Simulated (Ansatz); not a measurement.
**Cu: a tetragonal deformation path**

One table from this session's results is given with a row withheld; the runs are named, their logs left out.

Method: DFT LDA, scalar-relativistic, plane waves, PAW, in Ansatz 0.2.0.

## Starting point

Symmetry: Fm-3m, No. 225, cubic system. The conventional cell has a = 3.615 Å, b = 3.615 Å, c = 3.615 Å, α = 90.00°, β = 90.00°, γ = 90.00°. Cu (site symmetry m-3m) has 12 Cu at 2.56 Å as nearest neighbours.

Coordinates:

```cif
data_structure
_symmetry_space_group_name_H-M 'P 1'
_symmetry_Int_Tables_number 1
_cell_length_a 2.5562
_cell_length_b 2.5562
_cell_length_c 2.5562
_cell_angle_alpha 60.000
_cell_angle_beta 60.000
_cell_angle_gamma 60.000
_cell_volume 11.81
loop_
_atom_site_label
_atom_site_type_symbol
_atom_site_fract_x
_atom_site_fract_y
_atom_site_fract_z
_atom_site_occupancy
Cu1 Cu 0.00000 0.00000 0.00000 1
```

The structure comes from the Crystallography Open Database.

Set-up of the first run:

Input file input.yaml:

```yaml
crystal:
  lattice:
    - [0.0, 1.8075, 1.8075]
    - [1.8075, 0.0, 1.8075]
    - [1.8075, 1.8075, 0.0]
  atoms:
    - { symbol: Cu, position: [0.0, 0.0, 0.0] }
basis:
  ecutwfc: 350.0
kpoints:
  mp_grid: { grid: [8, 8, 8] }
hamiltonian:
  xc: lda
scf:
  occupations: { method: gaussian, width: 0.1 }
output:
  forces: true
  stress: true
  eigenvalues: true
```

The run is started by

```bash
$ ansatz run input.yaml --threads 1 --pin off --max-ram 2560MiB --backend cpu --events-out ev --progress --plain --runs-dir out
```

Steps of the session up to this table: Probe: one point at the start; The undisturbed cell; Point ρ = 0.707; Point ρ = 1.414; At ρ = 0.850; ρ = 1.200; Point ρ = 0.780; Point ρ = 1.300; ρ = 0.920; Point ρ = 1.100; At ρ = 0.650; ρ = 1.500; ρ = 0.960; At ρ = 1.050.

One table of the session follows, with a row left open; its other results are not shown here.

The scan, with free energies counted from the undisturbed cell:

```
    ρ  ΔE (meV/atom)  pressure (GPa)
0.650           37.8           -11.6
0.707           38.7           -11.9
0.780           33.7           -11.7
0.850           21.2           -11.9
0.920            7.9           -12.1
0.960            2.2           -12.3
1.000            0.0           -12.3
1.050            3.8           -12.2
1.100           15.5           -11.9
1.200           64.6           -10.4
1.300              ?               ?
1.414          295.5            -1.6
1.500          433.5             3.9
```

Q: Estimate the row for ρ = 1.300 from the others.

Worked estimate for «ΔE (meV/atom)». A straight line through the neighbours (1.200, 64.6) and (1.414, 295.5) gives 64.6 + (295.5 − 64.6) × (1.300 − 1.200) / (1.414 − 1.200) = 172.5; a parabola fitted to 4 rows on both sides gives 151.8.

As computed: ΔE (meV/atom): 151.7; pressure (GPa): -7.1. In «ΔE (meV/atom)» the line misses by +20.8 and the parabola by +0.1.

Limits of these values: The settings are coarse, so take the values as rough. Warnings in the runs' records: cutoff below recommended.
